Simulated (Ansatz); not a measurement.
# C2H4BClO: the cost of one run

Program: Ansatz 0.2.0. Level of theory: RKS PBE-D4/6-31G. These are calculated values, not measurements.

### Step 1. Starting point

Bond lengths: B1–O2 1.448 Å, O2–C3 1.392 Å, C3–C4 1.336 Å, C3–Cl5 1.778 Å, B1–H6 1.245 Å, B1–H7 1.179 Å, C4–H8 1.089 Å, C4–H9 1.054 Å. Angles: B1–O2–C3 122.8°, O2–B1–H6 119.6°, O2–B1–H7 125.1°, H6–B1–H7 115.2°, O2–C3–C4 118.9°, O2–C3–Cl5 123.1°, C4–C3–Cl5 117.6°, C3–C4–H8 118.9°, C3–C4–H9 123.6°, H8–C4–H9 116.6°.

Structure file:

```xyz
9

B    -0.2283    1.7754   -0.5921
O    -0.2147    0.6921    0.3693
C     0.0784   -0.6233    0.0192
C     0.2122   -1.5339    0.9872
Cl    0.4853   -1.1180   -1.6393
H    -0.5581    2.9185   -0.2259
H    -0.0266    1.6581   -1.7482
H    -0.0473   -1.2583    2.0084
H     0.3876   -2.5568    0.8044
```

### Step 2. Relaxing end A

Input file input.yaml:

```yaml
crystal:
  periodic: [false, false, false]
  atoms:
    - { symbol: B, position_ang: [-0.2283, 1.7754, -0.5921] }
    - { symbol: O, position_ang: [-0.2147, 0.6921, 0.3693] }
    - { symbol: C, position_ang: [0.0784, -0.6233, 0.0192] }
    - { symbol: C, position_ang: [0.2122, -1.5339, 0.9872] }
    - { symbol: Cl, position_ang: [0.4853, -1.118, -1.6393] }
    - { symbol: H, position_ang: [-0.5581, 2.9185, -0.2259] }
    - { symbol: H, position_ang: [-0.0266, 1.6581, -1.7482] }
    - { symbol: H, position_ang: [-0.0473, -1.2583, 2.0084] }
    - { symbol: H, position_ang: [0.3876, -2.5568, 0.8044] }
basis:
  gaussian: { orbitals: "6-31G" }
hamiltonian:
  xc: pbe
  dispersion: d4
relax:
  f_tol: 0.015
  max_steps: 40
```

Started as:

```sh
$ ansatz run input.yaml --threads 1 --pin off --max-ram 2048MiB --backend cpu --events-out ev --progress --plain --runs-dir out
```

Q: Estimate wall time and peak memory on 1 thread of an Arm CPU, shared host.

About 18 s, with a peak of 0.15 GiB.
